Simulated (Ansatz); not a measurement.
**Cd: substituted relatives**

What happens to the structure of Cd under Cd → Hg; Cd → Zn? Each swap replaces an element on all its sites; cell and atoms are relaxed again.

Method: DFT PBEsol, scalar-relativistic, plane waves, PAW, in Ansatz 0.2.0.

1 further run of the same task is left out (set aside as unsound or not needed). Runs told in other sessions of the task aren't counted.

### Step 1. The structure to begin with

The structure is hexagonal, space group P6_3/mmc (No. 194). The conventional cell has a = 2.944 Å, b = 2.944 Å, c = 5.610 Å, α = 90.00°, β = 90.00°, γ = 120.00°. Around Cd (site symmetry -6m2) lie 12 Cd at 2.94 to 3.28 Å.

As a file:

```cif
data_structure
_symmetry_space_group_name_H-M 'P6_3/mmc'
_symmetry_Int_Tables_number 194
_cell_length_a 2.9442
_cell_length_b 2.9442
_cell_length_c 5.6103
_cell_angle_alpha 90.000
_cell_angle_beta 90.000
_cell_angle_gamma 120.000
_cell_volume 42.12
loop_
_atom_site_label
_atom_site_type_symbol
_atom_site_symmetry_multiplicity
_atom_site_Wyckoff_symbol
_atom_site_fract_x
_atom_site_fract_y
_atom_site_fract_z
_atom_site_occupancy
Cd1 Cd 2 c 0.33333 0.66667 0.25000 1
```

It is the result of an earlier relaxation at this level (volume 21.06 Å³/atom; gap on the mesh: none (metal)).

### Step 2. Swap Cd → Hg

Hg starts from the relaxed positions of Cd, with all lengths scaled by 0.943, a guess from tabulated radii.

### Step 3. Probe: one point at the start (Hg)

The input, input.yaml:

```yaml
crystal:
  lattice:
    - [2.7757455596, 0.0, 0.0]
    - [-1.3878727798, 2.4038661691, 0.0]
    - [0.0, 0.0, 5.289291639]
  atoms:
    - { symbol: Hg, position: [0.3333333333, 0.6666666667, 0.25] }
    - { symbol: Hg, position: [0.6666666667, 0.3333333333, 0.75] }
basis:
  ecutwfc: 420
kpoints:
  mp_grid: { grid: [6, 6, 4] }
hamiltonian:
  xc: pbesol
scf:
  occupations: { method: gaussian, width: 0.1 }
output:
  forces: true
  stress: true
  eigenvalues: true
```

The run is started by

```console
> ansatz run input.yaml --threads 1 --pin off --max-ram 2560MiB --backend cpu --events-out ev --progress --plain --runs-dir out
```

The session goes on with these runs: coarse relaxation (Hg); relaxing cell and atoms (Hg); quick check of gap, pressure and forces (Zn); relaxing cell and atoms (Zn).

**Question.** What will these runs give? Wanted: Cd → Hg; Cd → Zn.

**Answer**, as computed:

```
    quantity                            value
Cd → Hg (Hg)  23.83 Å³/atom, gap none (metal)
Cd → Zn (Zn)  14.25 Å³/atom, gap none (metal)
```

In words: Per atom and against the relaxed parent, Hg is the largest of the new crystals (+13.2 %) and Zn the smallest (-32.3 %). All of them are metals at this level. Spin-orbit coupling is left out for Hg.
